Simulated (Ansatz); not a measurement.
# IrC2N2: the cost of one run

Method: DFT PBE, scalar-relativistic, plane waves, PAW, in Ansatz 0.2.0.

### 1 The structure to begin with

It takes space group P-43m (No. 215, cubic). The conventional cell has a = 5.883 Å, b = 5.883 Å, c = 5.883 Å, α = 90.00°, β = 90.00°, γ = 90.00°. Around Ir (site symmetry -43m) lie 4 C at 1.92 Å. Ir (site symmetry -43m) is surrounded by 4 N at 2.01 Å. C (site symmetry 3m) has 1 N at 1.17 Å and 1 Ir at 1.92 Å in its first shell of neighbours. N (site symmetry 3m) is surrounded by 1 C at 1.17 Å and 1 Ir at 2.01 Å.

Structure file:

```xyz
10
Lattice="5.8826 0.0000 0.0000 0.0000 5.8826 0.0000 0.0000 0.0000 5.8826" Properties=species:S:1:pos:R:3 pbc="T T T"
Ir    0.0000    0.0000    0.0000
Ir    2.9413    2.9413    2.9413
C     1.1068    1.1068    1.1068
C     1.1068    4.7758    4.7758
C     4.7758    1.1068    4.7758
C     4.7758    4.7758    1.1068
N     1.7823    1.7823    1.7823
N     1.7823    4.1003    4.1003
N     4.1003    1.7823    4.1003
N     4.1003    4.1003    1.7823
```

A structure generator made this guess: two interpenetrating cyanide-bridged diamond nets (P-43m, No. 215). Its size is a rough estimate.

### 2 Probe: one point on a coarse mesh

Contents of input.yaml:

```yaml
crystal:
  lattice:
    - [5.88262189, 0.0, 0.0]
    - [0.0, 5.88262189, 0.0]
    - [0.0, 0.0, 5.88262189]
  atoms:
    - { symbol: Ir, position: [0.0, 0.0, 0.0], spin: 1.0 }
    - { symbol: Ir, position: [0.5, 0.5, 0.5], spin: 1.0 }
    - { symbol: C, position: [0.18814408, 0.18814408, 0.18814408] }
    - { symbol: C, position: [0.18814408, 0.81185592, 0.81185592] }
    - { symbol: C, position: [0.81185592, 0.18814408, 0.81185592] }
    - { symbol: C, position: [0.81185592, 0.81185592, 0.18814408] }
    - { symbol: "N", position: [0.3029738, 0.3029738, 0.3029738] }
    - { symbol: "N", position: [0.3029738, 0.6970262, 0.6970262] }
    - { symbol: "N", position: [0.6970262, 0.3029738, 0.6970262] }
    - { symbol: "N", position: [0.6970262, 0.6970262, 0.3029738] }
basis:
  ecutwfc: 420
kpoints:
  mp_grid: { grid: [4, 4, 4] }
hamiltonian:
  xc: pbe
scf:
  occupations: { method: gaussian, width: 0.1 }
  lower_state_search: "off"
output:
  forces: true
  stress: true
  eigenvalues: true
  populations: true
magnetization:
  spin_polarized: true
```

Launch:

```console
$ ansatz run input.yaml --threads 1 --pin off --max-ram 2560MiB --backend cpu --events-out ev --progress --plain --runs-dir out
```

Q: Estimate wall time and peak memory on 1 thread of INTEL XEON PLATINUM 8581C at 2.10GHz (Emerald Rapids), shared host.

About 26 s, with a peak of 0.51 GiB.
